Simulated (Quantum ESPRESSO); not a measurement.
A run of Quantum ESPRESSO 7.5 is set up as follows.

The input pw.in:

```
&CONTROL
  calculation = 'scf'
  prefix = 'pwscf'
  outdir = './tmp'
  pseudo_dir = './pseudo'
  tprnfor = .true.
  tstress = .true.
  disk_io = 'nowf'
/
&SYSTEM
  ibrav = 0
  nat = 2
  ntyp = 2
  ecutwfc = 55
  ecutrho = 440
  nbnd = 16
  occupations = 'smearing'
  smearing = 'fd'
  degauss = 0.00367493
/
&ELECTRONS
  conv_thr = 4d-10
  electron_maxstep = 120
  mixing_beta = 0.5
/
ATOMIC_SPECIES
W    183.8400 W_pbe_v1.2.uspp.F.UPF
S     32.0600 s_pbe_v1.4.uspp.F.UPF
CELL_PARAMETERS angstrom
  -2.1564652700    2.1564652700    2.4747265300
   2.1564652700   -2.1564652700    2.4747265300
   2.1564652700    2.1564652700   -2.4747265300
ATOMIC_POSITIONS crystal
W      0.4961930000    0.4991850000    0.0008550000
S      0.0025700000    0.0029560000   -0.0170700000
K_POINTS automatic
9 9 9 0 0 0
```

Potentials or basis: SSSP 1.3 efficiency PBE.

Run with:

```bash
$ OMP_NUM_THREADS=1 pw.x -in pw.in > pw.out
```

(1) Predict the largest force.

(2) Estimate the pressure.

## Answers

(1) 0.312 eV/Å.

(2) -23.3 GPa.
